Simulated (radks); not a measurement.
# Valence configurations of Hg⁺

The task here is to estimate one member of a computed series from the others.

Program: radks (a radial shooting solver on a logarithmic mesh, Libxc functionals) version 1. Level of theory: scalar-relativistic Kohn-Sham, LDA (Slater exchange, Perdew-Wang correlation), spin-polarised, spherical densities, point nucleus; open shells are filled with parallel spins first. These are calculated values, not measurements, unless marked.

## The atom as given

| Quantity | Value |
| --- | --- |
| element | mercury (Z = 80) |
| charge | +1 |
| electrons | 79 |
| configuration | [Xe] 4f14 5d10 6s1 |
| others tried | 4f13 5d10 6s1 6p1; 4f14 5d9 6s1 6p1; 4f13 5d10 6s2; 4f13.5 5d10 6s1 6p0.5; 4f12 5d10 6s2 6p1; 4f12.5 5d10 6s2 6p0.5; 4f14 5d9 6s2; 4f14 5d10 6p1; 4f14 5d9.5 6s1.5 |

Outer shells as boxes (Hund's rule):

Hg⁺
```
[Xe] core
4f [↑↓][↑↓][↑↓][↑↓][↑↓][↑↓][↑↓]
5d [↑↓][↑↓][↑↓][↑↓][↑↓]
6s [↑ ]
```

The first run:

The run's settings:

```text
Z 80
configuration [Xe] 4f14 5d10 6s1
relativity scalar-relativistic
functional lda,pw
spin polarised
nucleus point
c 137.035999084
```

Among the steps run: [Xe] 4f14 5d10 6s1.

One table of the session follows, with a row left open; its other results are not shown here.

It belongs to the step «[Xe] 4f14 5d10 6s1». Radial moments (bohr):

| level | <r> | outermost maximum (interpolated) | 90 % within | nodes |
| --- | --- | --- | --- | --- |
| 4f up | 0.4826 | 0.366 | 0.772 | 0 |
| 4f down | 0.4826 | 0.366 | 0.772 | 0 |
| 5p up | ? | ? | ? | ? |
| 5p down | 1.038 | 0.927 | 1.51 | 3 |
| 5d up | 1.478 | 1.16 | 2.30 | 2 |
| 5d down | 1.466 | 1.16 | 2.27 | 2 |
| 6s up | 2.490 | 2.14 | 3.64 | 5 |
| 6s down | 2.495 | 2.13 | 3.67 | 5 |

Estimate the missing values for 5p up.

As computed: <r>: 1.039; outermost maximum (interpolated): 0.927; 90 % within: 1.51; nodes: 3. In the column «<r>» it lies between 5p down (1.038) and 5d down (1.466).
